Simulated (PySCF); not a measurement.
# C6H8Al: the cost of one run

The runs use PySCF 2.14.0, with density-fitted response routines of our own; the level of theory stands in each step. All values are computed, except where a source is named. Atoms count from 0, in the outputs and in this text.

### Step 1. Starting geometry

15 atoms, charge -1, multiplicity 1; geometry from: GFN2-xTB. The atoms were then displaced at random by about 0.01 Å, so the start is not that level's minimum.

Bonds of the start (Å): Al0–C1 2.08, C1–C2 1.41, C2–C3 1.33, C3–C4 1.40, C4–C5 1.40, C5–C6 1.40, C6–C1 1.39, Al0–H7 1.64, Al0–H8 1.57, Al0–H9 1.62, C2–H10 1.09, C3–H11 1.10, C4–H12 1.11, C5–H13 1.09, C6–H14 1.07.

### Step 2. Geometry optimisation at PBE0-D3(BJ)/def2-SVP

Job settings and geometry (Å):

```
{"job": {"xc": "PBE0", "basis": "def2-SVP", "d3": "d3bj", "grid": 1, "shake": 0.01, "kind": "geom"}, "charge": -1, "multiplicity": 1}
Al     2.639930    -0.039560     0.183480
C      0.563760    -0.004530     0.014910
C     -0.196600    -1.176610    -0.135470
C     -1.525040    -1.179670    -0.209080
C     -2.261750     0.004610    -0.152850
C     -1.564010     1.204060    -0.006120
C     -0.168620     1.178590     0.073360
H      3.189720     1.383990    -0.426950
H      3.171850    -1.278050    -0.631150
H      3.012320    -0.151060     1.751080
H      0.354400    -2.118020    -0.174120
H     -2.095330    -2.115560    -0.308890
H     -3.370610     0.026050    -0.214220
H     -2.121070     2.141000     0.052070
H      0.355730     2.107390     0.176710
```

Command:

```bash
> OMP_NUM_THREADS=1 python probes_run.py task.json out
```

The driver reads the jobs from task.json and runs them one after another.

**Question.** How long does this first job take on 1 thread of Intel Xeon 6975P-C, shared host, and how much memory does it need?

About 37 s, with a peak of 0.63 GiB.
